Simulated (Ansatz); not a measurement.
Task: a charge-density difference against the sublattices of TiRh, space group Pm-3m, with Ansatz 0.2.0, Python API. Give the script and its output. Settings (first run): LDA, PAW, cutoff 460 eV, 9×9×9 k-points, Fermi-Dirac smearing of 0.1 eV.

```cif
data_structure
_symmetry_space_group_name_H-M 'P 1'
_symmetry_Int_Tables_number 1
_cell_length_a 3.1152
_cell_length_b 3.1152
_cell_length_c 3.1152
_cell_angle_alpha 90.000
_cell_angle_beta 90.000
_cell_angle_gamma 90.000
_cell_volume 30.23
loop_
_atom_site_label
_atom_site_type_symbol
_atom_site_fract_x
_atom_site_fract_y
_atom_site_fract_z
_atom_site_occupancy
Ti1 Ti 0.50000 0.50000 0.50000 1
Rh1 Rh 0.00000 0.00000 0.00000 1
```

Script `run_drho.py`:
```python
# -*- coding: utf-8 -*-
import warnings

import ansatz as az
import numpy as np

vectors0 = np.array([
    [3.115202, 0.0, 0.0],
    [0.0, 3.115202, 0.0],
    [0.0, 0.0, 3.115202],
])
sites = [
    ("Ti", [0.5, 0.5, 0.5]),
    ("Rh", [0.0, 0.0, 0.0]),
]


def make_crystal(cell):
    crystal = az.Crystal(lattice=az.Lattice.of(cell))
    for symbol, position in sites:
        crystal = crystal.atom(symbol, position)
    return crystal


def main():
    warnings.simplefilter("ignore", az.DeckWarning)

    def solve(crystal):
        return (
            crystal.calculation()
            .functional("LDA")
            .occupations("fermi_dirac", width=0.1)
            .basis(460, grid_basis="typed")
            .kpoints(9, 9, 9)
            .density()
            .run(threads=1)
        )


    whole = solve(make_crystal(vectors0))
    difference = whole.density().channels[0].density_e_per_ang3.copy()
    binding = whole.report["free_energy_ev"]
    for element in ["Ti", "Rh"]:
        part = az.Crystal(lattice=az.Lattice.of(vectors0))
        for symbol, position in sites:
            if symbol == element:
                part = part.atom(symbol, position)
        alone = solve(part)
        difference -= alone.density().channels[0].density_e_per_ang3
        binding -= alone.report["free_energy_ev"]
        print(f"{element} sublattice: {alone.report['n_electrons']:g} electrons, {alone.report['n_iterations']} iterations")

    voxel = abs(np.linalg.det(vectors0)) / difference.size
    print(f"energy of the crystal less its unpolarised sublattices: {binding / len(sites):.4f} eV/atom")
    print(f"net charge of the difference {difference.sum() * voxel:.5f} e, charge rearranged {0.5 * np.abs(difference).sum() * voxel:.3f} e")
    print(f"extremes {difference.min():.4f} and {difference.max():.4f} e/A^3")
    for (symbol, position) in sites:
        index = tuple(int(round(p * n)) % n for p, n in zip(position, difference.shape))
        print(f"  change of the pseudo-density at the grid point nearest {symbol}: {difference[index]:+.4f} e/A^3")
    profile = difference.mean(axis=(0, 1))
    print("planar mean along the third vector:", np.round(profile[:: max(len(profile) // 12, 1)], 4))


if __name__ == "__main__":
    main()
```

```console
$ python run_drho.py
Ti sublattice: 12 electrons, 6 iterations
Rh sublattice: 17 electrons, 6 iterations
energy of the crystal less its unpolarised sublattices: -3.4293 eV/atom
net charge of the difference -0.00000 e, charge rearranged 0.449 e
extremes -0.2755 and 0.0979 e/A^3
  change of the pseudo-density at the grid point nearest Ti: -0.0864 e/A^3
  change of the pseudo-density at the grid point nearest Rh: -0.0975 e/A^3
planar mean along the third vector: [-0.0109 -0.0076  0.0048  0.0137  0.0151 -0.0042 -0.0325 -0.0042  0.0151
  0.0137  0.0048 -0.0076]
```

The mesh is modest for a metal, so energies can be off by several to tens of meV an atom and pressures by half a GPa or more; differences at equal mesh fare better. Grid values close to the nuclei reflect the PAW or pseudopotential construction, not the all-electron fields. The structure comes from a database of computed cells and needn't be a stable or known phase. Charge moved counts every rearrangement, bonding and polarisation too, and is no transfer between atoms; the bare sublattices are artificial references. Values near the nuclei depend on the potentials. Wall time of the script: 3.1 s on 1 thread of Arm Neoverse V1, on a shared host, peak memory 0.36 GiB.
